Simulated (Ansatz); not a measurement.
# FGeH3O2: a ladder of functionals and wavefunction methods

One table from this session's results is given with a row withheld; the runs are named, their logs left out.

The runs use Ansatz 0.2.0, Gaussian basis; functionals in def2-TZVPP, the program's frozen cores in correlated methods.

The runs, in order: LDA (SPW92), PBE-D4, revPBE-D4, BLYP-D4, r2SCAN-D4, B97M-V, PBE0-D4, B3LYP-D4, r2SCANh-D4, r2SCAN0-D4, HSE06-D4, BHLYP-D4, CAM-B3LYP-D4, LC-ωPBE, ωB97X-V, ωB97M-V, B2PLYP, PBE-QIDH; CCSD(T)/def2-SVP; CCSD(T)/def2-TZVPP; CCSD(T)/def2-QZVPP; extrapolation to the limit; RPA on PBE.

**The relaxed structure**

An earlier PBE0-D4 in a triple-zeta def2 set relaxation fixed the geometry.

SMILES `[OH][GeH]([OH])[F]`, 7 atoms, charge 0, spin multiplicity 1.

Atoms are counted from 1 here; the program's logs count them from 0.

Bond lengths: O1–Ge2 1.758 Å, O1–H5 0.961 Å, Ge2–O3 1.748 Å, Ge2–F4 1.736 Å, Ge2–H6 1.522 Å, O3–H7 0.961 Å. Angles: Ge2–O1–H5 112.4°, O1–Ge2–O3 108.4°, O1–Ge2–F4 104.7°, O1–Ge2–H6 116.0°, O3–Ge2–F4 110.1°, O3–Ge2–H6 108.9°, F4–Ge2–H6 108.5°, Ge2–O3–H7 112.8°.

The first run:

File in.yaml:

```yaml
crystal:
  periodic: [false, false, false]
  atoms:
    - {symbol: O, position_ang: [-0.352859, 1.140346, -0.859305]}
    - {symbol: Ge, position_ang: [-0.107514, -0.026789, 0.432380]}
    - {symbol: O, position_ang: [1.518225, -0.656049, 0.307557]}
    - {symbol: F, position_ang: [-1.260287, -1.284458, 0.113190]}
    - {symbol: H, position_ang: [-1.209247, 1.041805, -1.283922]}
    - {symbol: H, position_ang: [-0.331411, 0.485846, 1.847486]}
    - {symbol: H, position_ang: [1.804393, -0.768701, -0.603087]}
basis:
  gaussian: {orbitals: def2-TZVPP}
hamiltonian: {xc: lda}
output: {orbitals: {seedname: orbitals}}
```

Run with:

```console
> ansatz run in.yaml --threads 2 --pin off --events-out ev --progress --plain --max-ram 32768MiB --backend cpu
```

Steps of the session up to this table: LDA; PBE-D4 (GGA); revPBE-D4 (GGA); BLYP-D4 (GGA); r2SCAN-D4 (meta-GGA); B97M-V (meta-GGA); PBE0-D4 (hybrid); B3LYP-D4 (hybrid); r2SCANh-D4 (hybrid); r2SCAN0-D4 (hybrid); HSE06-D4 (hybrid); BHLYP-D4 (hybrid); CAM-B3LYP-D4 (range-separated); LC-ωPBE (range-separated); ωB97X-V (range-separated); ωB97M-V (range-separated); B2PLYP (double hybrid); PBE-QIDH (double hybrid).

One table of the session follows, with a row left open; its other results are not shown here.

It belongs to the step «Orbital energies across the functionals». 

```
  functional  HOMO (eV)  gap (eV)
 LDA (SPW92)      -7.87      6.73
      PBE-D4      -7.66      6.75
   revPBE-D4      -7.59      6.78
     BLYP-D4      -7.58      6.62
   r2SCAN-D4      -8.08      7.67
      B97M-V      -8.17      7.51
     PBE0-D4          ?         ?
    B3LYP-D4      -9.14      8.82
  r2SCANh-D4      -8.73      8.66
  r2SCAN0-D4      -9.70     10.13
    HSE06-D4      -8.99      8.72
    BHLYP-D4     -11.08     11.97
CAM-B3LYP-D4     -10.92     11.87
     LC-ωPBE     -12.29     14.65
     ωB97X-V     -11.93     14.10
     ωB97M-V     -11.84     13.65
```

Estimate the missing values for PBE0-D4.

**Answer.** HOMO (eV): -9.41; gap (eV): 9.50. In the column «HOMO (eV)» it lies between r2SCAN0-D4 (-9.70) and B3LYP-D4 (-9.14).
